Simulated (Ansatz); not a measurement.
This was printed by a script on Ansatz 0.2.0 through its Python package, for a ladder of methods at one geometry of C2H7NSSi, SMILES CN(C)[Si]S. What did the script look like? Level of theory (for the species named): r2scan0, cc-pVDZ basis, multiplicity 1. The script varies functional: r2scan0, blyp, b3lyp, pbe.

```xyz
12

C    -0.9903    0.0044    0.8986
N    -0.3172   -0.6065   -0.2121
C     1.0535   -0.7948    0.1774
Si   -0.6803   -0.3453   -1.8631
S    -0.1253    1.6213   -2.3744
H    -0.8759   -0.4573    1.8356
H    -0.7013    1.0958    1.0132
H    -2.0835    0.0508    0.7085
H     1.1584   -1.2641    1.2146
H     1.6283    0.1579    0.2622
H     1.6062   -1.4538   -0.4873
H     0.4043    1.9365   -1.1394
```

```console
$ python methods_c2h7nssi.py
functional    E (Ha)        dipole (D)   HOMO (eV)  LUMO (eV)
r2scan0       -822.684843     2.800      -5.998     -1.961
blyp          -822.757532     2.424      -4.557     -2.567
b3lyp         -822.877001     2.535      -5.636     -2.113
pbe           -822.339604     2.612      -4.723     -2.776
```

The script that was run (others could print the same):

The script, `methods_c2h7nssi.py`:
```python
"""C2H7NSSi at several levels of theory."""

from pathlib import Path
import warnings

import ansatz as az
import numpy as np

SETTINGS = {
    "basis_set": "cc-pVDZ",
}


def main() -> None:
    warnings.simplefilter("ignore", az.DeckWarning)

    system = (
        az.Crystal.molecule()
        .atom("C", [-0.9903, 0.0044, 0.8986])
        .atom("N", [-0.3172, -0.6065, -0.2121])
        .atom("C", [1.0535, -0.7948, 0.1774])
        .atom("Si", [-0.6803, -0.3453, -1.8631])
        .atom("S", [-0.1253, 1.6213, -2.3744])
        .atom("H", [-0.8759, -0.4573, 1.8356])
        .atom("H", [-0.7013, 1.0958, 1.0132])
        .atom("H", [-2.0835, 0.0508, 0.7085])
        .atom("H", [1.1584, -1.2641, 1.2146])
        .atom("H", [1.6283, 0.1579, 0.2622])
        .atom("H", [1.6062, -1.4538, -0.4873])
        .atom("H", [0.4043, 1.9365, -1.1394])
    )

    calc = system.calculation().basis(gaussian=SETTINGS["basis_set"])

    print("functional    E (Ha)        dipole (D)   HOMO (eV)  LUMO (eV)")
    for name in ["r2scan0", "blyp", "b3lyp", "pbe"]:
        r = calc.functional(name).forces().orbitals().run(runs_dir="runs").report
        lines = Path(r["orbitals_path"]).read_text().splitlines()
        field_of = lambda key: [line.split("=")[1].strip() for line in lines if line.startswith(key)]
        orbitals = [(27.211386 * float(e), s, float(n)) for e, s, n in zip(field_of("Ene="), field_of("Spin="), field_of("Occup="))]
        homo = max(e for e, _, n in orbitals if n > 0.5)
        lumo = min(e for e, _, n in orbitals if n < 0.5)
        dipole = 4.803205 * np.linalg.norm(r["charge_distribution"]["dipole_moment_e_ang"])
        print(f"{name:10s} {r['free_energy_ev'] / 27.211386246:14.6f} {dipole:9.3f} {homo:11.3f} {lumo:10.3f}")


if __name__ == "__main__":
    main()
```

Total energies depend on the basis set; only differences at equal settings carry meaning. The geometry is a force-field or estimated start, not a minimum of this method, and the basis set is short of its limit. A lower total doesn't mark the better method: functionals have no common bound, and MP2 and coupled cluster aren't variational. b3lyp holds the VWN-RPA fit, as in Gaussian; the form of ORCA and Turbomole is b3lyp5. Levels such as HOMO and LUMO are orbital energies: with these approximate functionals they aren't the ionisation energy and electron affinity, and their gap isn't the fundamental gap. For Al to Cl the sets with a tight d function, cc-pV(X+d)Z, are usual. Hardware and time: 24 s on 1 thread of Arm Neoverse V2, on a shared host, peak memory 0.34 GiB.
